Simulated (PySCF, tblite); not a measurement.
# propylboronic acid (C3H9BO2): dynamics, then NMR shifts on frames, part 1 of 2

How do NMR shifts of propylboronic acid (C3H9BO2) (`CCCB(O)O`) change as the atoms move?

The runs use tblite 0.8.0 and PySCF 2.14.0, with density-fitted response routines of our own; the level of theory stands in each step. All values are computed, except where a source is named. Atoms count from 0, in the outputs and in this text.

## 1. The starting structure

15 atoms, charge 0, multiplicity 1; geometry from: GFN2-xTB.

Bonds of the start (Å): C0–C1 1.52, C1–C2 1.53, C2–B3 1.60, B3–O4 1.35, B3–O5 1.37, C0–H6 1.09, C0–H7 1.09, C0–H8 1.09, C1–H9 1.09, C1–H10 1.09, C2–H11 1.09, C2–H12 1.09, O4–H13 0.96, O5–H14 0.96.

## 2. A short Langevin run with GFN2-xTB

The job: settings as JSON, then the geometry in Å.

```
{"job": {"kind": "md", "xc": "GFN2-xTB", "basis": "xTB", "temperature": 300, "steps": 2000, "every": 50, "frames": 5}, "charge": 0, "multiplicity": 1}
C     -2.249499    -0.170389    -0.111818
C     -0.802306    -0.631700     0.011139
C      0.178338     0.541803    -0.017787
B      1.719994     0.118710     0.077245
O      2.064659    -1.182816     0.055360
O      2.728383     1.035087     0.172726
H     -2.926955    -1.021040    -0.085361
H     -2.508096     0.499207     0.706417
H     -2.403492     0.360873    -1.049210
H     -0.561779    -1.313895    -0.804862
H     -0.670808    -1.182398     0.943425
H      0.017997     1.106026    -0.941903
H     -0.070159     1.227620     0.797976
H      3.009679    -1.333490     0.108599
H      2.469630     1.954392     0.187931
```

Level: GFN2-xTB Langevin dynamics, gas phase.

The run is started by

```console
$ OMP_NUM_THREADS=1 python probes_run.py task.json out
```

One launch serves the whole session: the jobs run in the order shown.

Log:

```text
t/fs     T/K      E/eV
    0.0   239.3   -556.80131
   25.0    85.1   -556.41157
   50.0   243.8   -556.53847
   75.0   175.6   -556.35525
  100.0   261.2   -556.57794
  125.0   165.4   -556.46081
  150.0   126.1   -556.36990
  175.0   189.4   -556.40499
  200.0   288.1   -556.50368
  225.0   208.7   -556.34425
  250.0   317.3   -556.44385
  275.0   241.6   -556.20769
  300.0   272.1   -556.27049
  325.0   264.4   -556.29868
  350.0   236.3   -556.21590
  375.0   241.0   -556.42923
  400.0   242.1   -556.33364
  425.0   302.4   -556.43358
  450.0   302.5   -556.45303
  475.0   343.9   -556.47246
  500.0   267.4   -556.32672
  525.0   307.5   -556.31290
  550.0   401.5   -556.35934
  575.0   310.1   -556.24239
  600.0   365.1   -556.07153
  625.0   334.6   -556.18612
  650.0   452.4   -556.42570
  675.0   313.1   -556.16463
  700.0   382.0   -556.36397
  725.0   400.5   -556.27520
  750.0   310.9   -556.23381
  775.0   404.4   -556.35359
  800.0   291.2   -556.17877
  825.0   276.7   -556.35679
  850.0   289.3   -556.30307
  875.0   382.0   -556.41039
  900.0   298.4   -556.22351
  925.0   412.3   -556.34453
  950.0   318.9   -556.27681
  975.0   279.7   -556.40457
 1000.0   245.8   -556.44184
```

It took 5.8 s on 1 thread of Intel Xeon 6975P-C, shared host; peak memory 0.18 GiB.

Distance from the start (root mean square after alignment): 0 fs 0.00 Å, 200 fs 0.16 Å, 400 fs 0.11 Å, 600 fs 0.24 Å, 800 fs 0.16 Å, 1000 fs 0.37 Å.

Positions (Å) and forces (eV/Å) at 1000 fs:

```xyz
15

C    -1.927    0.549    1.095   -0.137   -0.145    1.918
C    -0.525    0.033    0.859    0.040   -1.079    0.373
C     0.281    0.568   -0.327   -0.384   -0.331   -0.455
B     1.795    0.041   -0.292    0.607   -0.484   -0.337
O     2.253   -0.574    0.837   -0.578    0.802   -0.337
O     2.685    0.116   -1.361   -0.539   -0.025    0.612
H    -2.469   -0.086    1.857    0.611    0.360   -0.920
H    -2.016    1.543    1.501    0.413    0.546    0.022
H    -2.433    0.529    0.187   -1.127   -0.115   -1.456
H    -0.705   -1.022    0.638    0.346   -0.263    0.080
H     0.060    0.049    1.787   -0.015    0.254   -0.282
H    -0.226    0.241   -1.286    0.421    0.603    0.902
H     0.301    1.657   -0.276   -0.107    0.091   -0.242
H     3.198   -0.615    0.894    0.501   -0.323   -0.119
H     2.349    0.374   -2.221   -0.051    0.110    0.244
```

## 3. Shielding tensors: 250 fs, PBE0/pcSseg-1

The job: settings as JSON, then the geometry in Å.

```
{"job": {"kind": "nmr", "xc": "PBE0", "basis": "pcSseg-1", "pop": false}, "charge": 0, "multiplicity": 1}
C     -2.504300     0.064300    -0.402600
C     -1.148100    -0.553500    -0.266500
C      0.049100     0.486200    -0.389500
B      1.509900    -0.035300     0.013600
O      1.856400    -1.281800     0.313300
O      2.590900     0.822200     0.027400
H     -3.264600    -0.705600    -0.231100
H     -2.635000     0.943100     0.265000
H     -2.622700     0.423400    -1.445300
H     -0.980700    -1.266100    -1.086600
H     -1.020800    -1.201900     0.630400
H      0.088600     0.765400    -1.458200
H     -0.137400     1.468400     0.082100
H      2.744600    -1.392400     0.673100
H      2.564400     1.771800    -0.040200
```

Level: GIAO PBE0/pcSseg-1 NMR shielding, non-relativistic, gas phase.

Log:

```text
coarse grid: 12096 points
cycle   1  E = -294.5669162780  dE =  5.481e-01  |g| = 8.948e-01  |ddm| = 3.154e+00
cycle   2  E = -294.4606080296  dE =  1.063e-01  |g| = 1.195e+00  |ddm| = 1.350e+00
cycle   3  E = -294.7164456136  dE = -2.558e-01  |g| = 7.484e-02  |ddm| = 8.044e-01
cycle   4  E = -294.7174612475  dE = -1.016e-03  |g| = 3.190e-02  |ddm| = 7.616e-02
cycle   5  E = -294.7177067970  dE = -2.455e-04  |g| = 5.036e-03  |ddm| = 2.751e-02
cycle   6  E = -294.7177122216  dE = -5.425e-06  |g| = 1.392e-03  |ddm| = 4.925e-03
final grid: 115600 points
cycle   7  E = -294.7706964952  dE = -3.368e-05  |g| = 9.459e-03  |ddm| = 2.133e-02
cycle   8  E = -294.7706825276  dE =  1.397e-05  |g| = 1.261e-02  |ddm| = 1.565e-02
cycle   9  E = -294.7707165518  dE = -3.402e-05  |g| = 7.101e-04  |ddm| = 8.736e-03
cycle  10  E = -294.7707166449  dE = -9.310e-08  |g| = 1.868e-04  |ddm| = 5.713e-04
cycle  11  E = -294.7707166517  dE = -6.859e-09  |g| = 3.698e-05  |ddm| = 1.477e-04
cycle  12  E = -294.7707166520  dE = -2.855e-10  |g| = 1.257e-05  |ddm| = 3.805e-05
converged SCF energy = -294.7707166520

GIAO shielding tensors (ppm)
atom      isotropic    diamagn.    paramagn.     s11        s22        s33       span
  0 C      166.165     245.764     -79.599    151.990    162.587    183.920     31.930
  1 C      162.807     246.785     -83.977    152.224    161.368    174.829     22.605
  2 C      164.210     254.115     -89.905    140.162    157.495    194.974     54.812
  3 B       72.865     191.263    -118.399     48.434     78.049     92.111     43.677
  4 O      213.759     387.647    -173.889    121.048    253.289    266.939    145.892
  5 O      214.260     385.792    -171.532    108.117    258.004    276.660    168.543
  6 H       29.967      27.428       2.539     25.106     27.490     37.306     12.200
  7 H       30.249      28.769       1.480     26.188     28.732     35.826      9.639
  8 H       30.047      28.544       1.503     26.180     28.226     35.735      9.555
  9 H       29.984      31.804      -1.820     25.395     29.590     34.968      9.573
 10 H       29.532      31.376      -1.844     23.795     29.979     34.822     11.027
 11 H       30.366      32.715      -2.349     26.339     29.908     34.852      8.513
 12 H       31.039      33.619      -2.580     26.723     31.062     35.333      8.610
 13 H       27.129      29.655      -2.526     21.567     22.870     36.951     15.385
 14 H       27.903      32.461      -4.558     22.197     23.889     37.624     15.427
```

Run time: 11 s. Hardware: 1 thread of Intel Xeon 6975P-C, shared host; peak memory 0.7 GiB.

Shifts follow as δ = σ(reference) − σ, with reference shieldings (ppm) from runs at the same level and on the same kind of geometry: ¹H TMS 31.72, ¹³C TMS 186.9, ¹⁷O H2O 336.1, ¹¹B BF3·OEt2 100.1. The references are single molecules in the gas phase, so shifts against H2O, NH3, PH3, H3PO4 or CFCl3 are not on the usual liquid scales and can be off by tens of ppm. Each atom is listed at this fixed geometry, with no averaging over motion; a spectrum would average atoms that exchange fast.

```
atoms                         environment  σ (ppm)  δ (ppm)
   C1                             sp3 CH2    162.8     24.1
   C2                 sp3 CH2 bonded to B    164.2     22.7
   C0                       methyl carbon    166.2     20.8
  H13   hydrogen on an oxygen bonded to B    27.13     4.59
  H14   hydrogen on an oxygen bonded to B    27.90     3.81
  H10              hydrogen on an sp3 CH2    29.53     2.19
   H6         hydrogen on a methyl carbon    29.97     1.75
   H9              hydrogen on an sp3 CH2    29.98     1.73
   H8         hydrogen on a methyl carbon    30.05     1.67
   H7         hydrogen on a methyl carbon    30.25     1.47
  H11  hydrogen on an sp3 CH2 bonded to B    30.37     1.35
  H12  hydrogen on an sp3 CH2 bonded to B    31.04     0.68
   B3              boron bonded to C, 2 O     72.9     27.2
   O4               oxygen bonded to B, H    213.8    122.3
   O5               oxygen bonded to B, H    214.3    121.8
```

The fields below are evaluated on a grid from the run's orbitals.

Frontier orbitals at PBE0/pcSseg-1, with the share of their density that lies nearest to each atom:

```
orbital  energy (eV)                                       lies on
   HOMO        -8.47                     C2 23 %; O5 23 %; B3 13 %
   LUMO         1.27  H14 30 %; H12, H13 about 13 % each; H11 10 %
```

ELF in a plane through or near 9 of the atoms.

Ten even steps from '0' (0.00) to '9' (1.00):
```
0000000000000000000000000000
0000000000000000000000000000
0000000000000000000000000000
0000000002200000000000000000
0000034336630002100000000000
0000689878850036620002100000
0000799965840058840059860000
0000268865720158751399993000
0000000278522244156699994000
0001222223277685288389982000
0003788682395258573634210000
0003687575474254125663000000
0001257872038985003531000000
0000149982028996001110000000
0000048982017873000000000000
0000028860002320000000000000
0000000100000000000000000000
0000000000000000000000000000
0000000000000000000000000000
0000000000000000000000000000
```
The map spans 11.3 Å across and 8.5 Å up, centred on the molecule. Atoms in the plane (x, y in Å): C0 (2.3, -0.1), C1 (1.0, 0.5), C2 (-0.2, -0.5), B3 (-1.7, 0.1), O4 (-2.1, 1.4), O5 (-2.8, -0.7), H6 (3.1, 0.7), H13 (-3.0, 1.6), H14 (-2.8, -1.6).

log10 of the density (e/Å³) in the same plane.

Ten even steps from ' ' (-4.0) to '@' (1.6):
```
                                                        
                                                        
            ....::::::..      ....                      
        ..::----====----::..::::::::....                
      ..::--==++++++++==------------::::........        
      ..--==****####**++======++++==--------::::..      
      ::==++**##%%%%##++====++****++==========--::..    
      ::==++**##%%%%##++==++**####**++++****++==--..    
      ::--==++**######**++****##%%##****####**++--::    
    ..--==++++****%%##******####%%##########++++--::    
    ::==++**##%%##########%%####****##@@##**++==--..    
    ::==++**%%@@##******##%%##**++++**##**++==--::..    
    ::--++**##%%##**++****####**++++++**++++==--::..    
    ..--==++**##**++==++******++============--::..      
      ::--==++**++==--==++++++==------------::..        
      ..::--======--::----==----::::::::::....          
        ....::::::....::::::::::........                
                        ......                          
                                                        
                                                        
```
The map spans 11.3 Å across and 8.5 Å up, centred on the molecule. Atoms in the plane (x, y in Å): C0 (2.3, -0.1), C1 (1.0, 0.5), C2 (-0.2, -0.5), B3 (-1.7, 0.1), O4 (-2.1, 1.4), O5 (-2.8, -0.7), H6 (3.1, 0.7), H13 (-3.0, 1.6), H14 (-2.8, -1.6).

On the surface of density 0.002 e/bohr³ the electrostatic potential runs, from the 1st to the 99th percentile, from -1.44 V near O4 to 2.22 V near H14.

## 4. NMR shieldings: 425 fs, PBE0/pcSseg-1

The job: settings as JSON, then the geometry in Å.

```
{"job": {"kind": "nmr", "xc": "PBE0", "basis": "pcSseg-1", "pop": false}, "charge": 0, "multiplicity": 1}
C     -2.186800     0.189100    -0.468200
C     -0.931900    -0.519500     0.000900
C      0.266400     0.385200    -0.190300
B      1.717300    -0.225800     0.149000
O      1.766600    -1.526500     0.578700
O      2.814400     0.519200     0.121800
H     -3.023100    -0.480200    -0.357500
H     -2.422500     0.988100     0.251300
H     -1.962800     0.534700    -1.473100
H     -0.727000    -1.449000    -0.501200
H     -0.970000    -0.696000     1.097400
H      0.117500     0.772600    -1.220200
H      0.157800     1.211600     0.489500
H      2.586600    -1.959000     0.825600
H      2.711200     1.370100    -0.338500
```

Method: GIAO PBE0/pcSseg-1 NMR shielding, non-relativistic, gas phase.

Log:

```text
coarse grid: 12096 points
cycle   1  E = -294.5612096744  dE =  6.723e-01  |g| = 8.968e-01  |ddm| = 3.180e+00
cycle   2  E = -294.4554257504  dE =  1.058e-01  |g| = 1.194e+00  |ddm| = 1.364e+00
cycle   3  E = -294.7141090401  dE = -2.587e-01  |g| = 8.241e-02  |ddm| = 8.000e-01
cycle   4  E = -294.7153089978  dE = -1.200e-03  |g| = 3.404e-02  |ddm| = 7.648e-02
cycle   5  E = -294.7155540260  dE = -2.450e-04  |g| = 7.600e-03  |ddm| = 2.638e-02
cycle   6  E = -294.7155631997  dE = -9.174e-06  |g| = 3.056e-03  |ddm| = 6.388e-03
final grid: 115600 points
cycle   7  E = -294.7684090951  dE = -4.494e-05  |g| = 8.947e-03  |ddm| = 2.543e-02
cycle   8  E = -294.7683959513  dE =  1.314e-05  |g| = 1.230e-02  |ddm| = 1.346e-02
cycle   9  E = -294.7684255443  dE = -2.959e-05  |g| = 8.509e-04  |ddm| = 7.580e-03
cycle  10  E = -294.7684256819  dE = -1.376e-07  |g| = 2.398e-04  |ddm| = 7.055e-04
cycle  11  E = -294.7684256927  dE = -1.084e-08  |g| = 8.262e-05  |ddm| = 2.131e-04
cycle  12  E = -294.7684256939  dE = -1.177e-09  |g| = 2.141e-05  |ddm| = 6.463e-05
cycle  13  E = -294.7684256940  dE = -7.776e-11  |g| = 5.233e-06  |ddm| = 1.605e-05
converged SCF energy = -294.7684256940

GIAO shielding tensors (ppm)
atom      isotropic    diamagn.    paramagn.     s11        s22        s33       span
  0 C      164.619     248.627     -84.008    147.485    160.726    185.646     38.161
  1 C      164.299     248.489     -84.190    156.967    162.756    173.174     16.207
  2 C      160.806     257.212     -96.406    137.218    157.636    187.566     50.348
  3 B       72.112     193.807    -121.695     55.166     69.688     91.483     36.317
  4 O      226.332     388.118    -161.786    134.428    259.501    285.066    150.638
  5 O      199.602     385.940    -186.338     84.277    250.811    263.720    179.443
  6 H       30.349      29.075       1.274     25.646     27.789     37.611     11.965
  7 H       30.303      30.234       0.069     26.643     28.443     35.824      9.181
  8 H       30.900      30.207       0.693     26.946     29.543     36.211      9.265
  9 H       30.531      32.678      -2.147     24.728     30.985     35.881     11.153
 10 H       29.837      32.167      -2.330     25.101     29.382     35.028      9.927
 11 H       30.902      33.961      -3.059     26.484     31.405     34.818      8.334
 12 H       31.324      35.482      -4.158     27.260     31.468     35.244      7.984
 13 H       27.669      29.492      -1.824     21.927     21.996     39.084     17.158
 14 H       27.280      31.239      -3.959     21.411     25.162     35.267     13.856
```

Wall time 8.5 s (1 thread of Intel Xeon 6975P-C, shared host); peak memory 0.72 GiB.

This run: δ C2 26.1, C1 22.6, C0 22.3, B3 28.0, H14 4.44, H13 4.05 ppm.

(Continued in part 2 of 2.)
